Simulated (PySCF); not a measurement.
# C₄H₄N₂O₂S: magnetic properties

Wanted: magnetic properties for C₄H₄N₂O₂S (`C=Nc1noc(S)c1O`).

Computed with PySCF 2.14.0 and routines of our own; the level stands in each step. Atoms count from 0.

## (1) The system as given

13 atoms, charge 0, multiplicity 1; geometry from: GFN2-xTB.

## (2) Magnetic properties: GIAO BHandHLYP/pcSseg-1

What the job is given:

```
{"job": {"kind": "mag", "xc": "BHandHLYP", "basis": "pcSseg-1", "isotopologues": 0}, "charge": 0, "multiplicity": 1}
C     -2.759005     0.203924     0.323129
N     -1.583263     0.662421     0.275178
C     -0.490661    -0.173298     0.317682
N     -0.474554    -1.490188     0.406544
O      0.815774    -1.876381     0.415847
C      1.614685    -0.798028     0.332433
S      3.341171    -1.009337     0.321966
C      0.837723     0.334300     0.266210
O      1.242000     1.617614     0.174744
H     -3.570731     0.915499     0.286558
H     -2.998877    -0.854271     0.398992
H      3.573536     0.299359     0.230530
H      0.447813     2.168873     0.146254
```

With the program's defaults for keys left out, this is: GIAO BHandHLYP/pcSseg-1 magnetisability, rotational g tensor and spin-rotation constants, non-relativistic, gas phase.

On the command line:

```
$ OMP_NUM_THREADS=1 python excited_run.py task.json out
```

One launch serves the whole session: the jobs run in the order shown.

Log:

```text
coarse grid: 12744 points
cycle   1  E = -812.4072856970  dE =  2.190e+00  |g| = 6.860e-01  |ddm| = 3.724e+00
cycle   2  E = -812.4036186560  dE =  3.667e-03  |g| = 7.514e-01  |ddm| = 1.038e+00
cycle   3  E = -812.5048148720  dE = -1.012e-01  |g| = 9.932e-02  |ddm| = 5.937e-01
cycle   4  E = -812.5063701402  dE = -1.555e-03  |g| = 5.636e-02  |ddm| = 1.095e-01
cycle   5  E = -812.5069960660  dE = -6.259e-04  |g| = 1.371e-02  |ddm| = 5.916e-02
cycle   6  E = -812.5070454164  dE = -4.935e-05  |g| = 4.019e-03  |ddm| = 1.744e-02
cycle   7  E = -812.5070498524  dE = -4.436e-06  |g| = 1.833e-03  |ddm| = 5.465e-03
final grid: 122472 points
cycle   8  E = -812.5638425248  dE = -1.644e-05  |g| = 2.801e-03  |ddm| = 1.573e-02
cycle   9  E = -812.5638424503  dE =  7.454e-08  |g| = 2.996e-03  |ddm| = 4.232e-03
cycle  10  E = -812.5638442919  dE = -1.842e-06  |g| = 4.203e-04  |ddm| = 2.247e-03
cycle  11  E = -812.5638443282  dE = -3.632e-08  |g| = 2.030e-04  |ddm| = 4.946e-04
cycle  12  E = -812.5638443374  dE = -9.214e-09  |g| = 7.082e-05  |ddm| = 2.203e-04
cycle  13  E = -812.5638443388  dE = -1.381e-09  |g| = 2.468e-05  |ddm| = 8.376e-05
cycle  14  E = -812.5638443390  dE = -2.021e-10  |g| = 1.059e-05  |ddm| = 3.228e-05
converged SCF energy = -812.5638443390

Magnetisability tensor (1e-30 J/T^2)
     -994.44      -49.54       -5.04
      -49.54     -971.67      -43.43
       -5.04      -43.43    -1620.93
isotropic -1195.68   principal values   -1623.94  -1032.28   -930.83
isotropic susceptibility -72.006 1e-6 cm^3/mol

Inertial axes            a          b          c
rot. const./GHz      3.4245     0.9169     0.7232
chi total           -58.540    -59.681    -97.796
chi diamagnetic    -440.140  -1346.884  -1679.423
chi paramagnetic    381.600   1287.202   1581.627
quadrupole/D A       15.337     -7.673     -7.663
g nuclear            0.5350     0.5397     0.5387
g electronic        -0.6139    -0.5545    -0.5374
g total             -0.0789    -0.0148     0.0013

Spin-rotation constants (kHz, H = +C I.J)
atom  isotope        aa         bb         cc
  1    14N        1.117      0.183      0.008
  3    14N        0.987      0.201      0.070
  9     1H        0.240     -0.061     -0.074
 10     1H       -0.262      0.087     -0.071
 11     1H       -0.368      0.041     -0.086
 12     1H       -0.041     -0.057     -0.082
  0    13C*       1.606      0.408      0.121
  2    13C*       1.852      0.332      0.146
  4    17O*      -1.418     -0.393     -0.103
  5    13C*       1.597      0.362      0.153
  6    33S*       0.683      0.263      0.150
  7    13C*       1.271      0.389      0.143
  8    17O*      -0.351     -0.111     -0.033
* in the singly substituted isotopologue
```

It took 50 s on 1 thread of Arm Neoverse N1, shared host; peak memory 0.82 GiB.

In short:

```
              quantity                     value
       magnetisability          -1196·10⁻³⁰ J/T²
  molar susceptibility        -72.0·10⁻⁶ cm³/mol
rotational g (a, b, c)  -0.0789, -0.0148, 0.0013
```

## (3) Magnetic properties: GIAO HF/def2-SVP

The job, as its differences from that of step 2:

```diff
@@ -1,2 +1,2 @@
-{"job": {"kind": "mag", "xc": "BHandHLYP", "basis": "pcSseg-1", "isotopologues": 0}, "charge": 0, "multiplicity": 1}
+{"job": {"kind": "mag", "xc": "HF", "basis": "def2-SVP"}, "charge": 0, "multiplicity": 1}
 C     -2.759005     0.203924     0.323129
```

With the program's defaults for keys left out, this is: GIAO HF/def2-SVP magnetisability, rotational g tensor and spin-rotation constants, non-relativistic, gas phase.

Log:

```text
final grid: 122472 points
cycle   1  E = -809.2180196901  dE =  2.645e+00  |g| = 7.950e-01  |ddm| = 4.371e+00
cycle   2  E = -809.3517021536  dE = -1.337e-01  |g| = 4.179e-01  |ddm| = 1.088e+00
cycle   3  E = -809.3887221402  dE = -3.702e-02  |g| = 1.077e-01  |ddm| = 5.166e-01
cycle   4  E = -809.3922672866  dE = -3.545e-03  |g| = 3.586e-02  |ddm| = 1.739e-01
cycle   5  E = -809.3927107444  dE = -4.435e-04  |g| = 1.171e-02  |ddm| = 7.309e-02
cycle   6  E = -809.3927895551  dE = -7.881e-05  |g| = 5.913e-03  |ddm| = 2.501e-02
cycle   7  E = -809.3928175388  dE = -2.798e-05  |g| = 2.453e-03  |ddm| = 1.681e-02
cycle   8  E = -809.3928232961  dE = -5.757e-06  |g| = 9.501e-04  |ddm| = 7.962e-03
cycle   9  E = -809.3928241954  dE = -8.993e-07  |g| = 5.386e-04  |ddm| = 2.779e-03
cycle  10  E = -809.3928244032  dE = -2.078e-07  |g| = 1.575e-04  |ddm| = 1.575e-03
cycle  11  E = -809.3928244245  dE = -2.127e-08  |g| = 5.976e-05  |ddm| = 4.897e-04
cycle  12  E = -809.3928244268  dE = -2.308e-09  |g| = 2.465e-05  |ddm| = 1.459e-04
cycle  13  E = -809.3928244272  dE = -3.622e-10  |g| = 7.794e-06  |ddm| = 6.292e-05
converged SCF energy = -809.3928244272

Magnetisability tensor (1e-30 J/T^2)
    -1025.33      -47.43       -5.37
      -47.43    -1019.47      -43.26
       -5.37      -43.26    -1665.66
isotropic -1236.82   principal values   -1668.66  -1068.06   -973.74
isotropic susceptibility -74.483 1e-6 cm^3/mol

Inertial axes            a          b          c
rot. const./GHz      3.4245     0.9169     0.7232
chi total           -60.504    -62.456   -100.489
chi diamagnetic    -440.403  -1345.366  -1678.810
chi paramagnetic    379.899   1282.910   1578.321
quadrupole/D A       16.841     -9.194     -7.647
g nuclear            0.5350     0.5397     0.5387
g electronic        -0.6112    -0.5526    -0.5363
g total             -0.0762    -0.0130     0.0024

Spin-rotation constants (kHz, H = +C I.J)
atom  isotope        aa         bb         cc
  1    14N        1.029      0.167     -0.001
  3    14N        0.958      0.183      0.057
  9     1H        0.225     -0.063     -0.077
 10     1H       -0.289      0.088     -0.074
 11     1H       -0.376      0.033     -0.087
 12     1H       -0.072     -0.060     -0.083
  0    13C*       1.484      0.385      0.096
  2    13C*       1.806      0.303      0.121
  4    17O*      -1.235     -0.354     -0.076
  5    13C*       1.477      0.358      0.130
  6    33S*       0.549      0.202      0.122
  7    13C*       1.119      0.349      0.116
  8    17O*      -0.213     -0.085     -0.016
* in the singly substituted isotopologue
```

Wall time 17 s (1 thread of Arm Neoverse N1, shared host); peak memory 0.8 GiB.

From this job:

```
              quantity                     value
       magnetisability          -1237·10⁻³⁰ J/T²
  molar susceptibility        -74.5·10⁻⁶ cm³/mol
rotational g (a, b, c)  -0.0762, -0.0130, 0.0024
```

## (4) The levels compared

```
                  level  ξ (10⁻³⁰ J/T²)     g(a)     g(b)  gap (eV)  functions  time
GIAO BHandHLYP/pcSseg-1           -1196  -0.0789  -0.0148      6.43        180  50 s
       GIAO HF/def2-SVP           -1237  -0.0762  -0.0130     10.54        150  17 s
```

## (5) Results

| quantity | value |
| --- | --- |
| magnetisability (step 2, GIAO BHandHLYP/pcSseg-1) | -1196·10⁻³⁰ J/T² |
| molar susceptibility (step 2, GIAO BHandHLYP/pcSseg-1) | -72.0·10⁻⁶ cm³/mol |
| rotational g (a, b, c) (step 2, GIAO BHandHLYP/pcSseg-1) | -0.0789, -0.0148, 0.0013 |
| magnetisability over the levels | -1237 to -1196·10⁻³⁰ J/T² |

In words: The magnetisability spreads by 3.4 % over 2 levels, from GIAO HF/def2-SVP (17 s) to GIAO BHandHLYP/pcSseg-1 (50 s); the runs took 17 s to 50 s. Two levels can agree by chance, so this spread shows no convergence. Vibrational averaging and real surroundings are missing from these values.
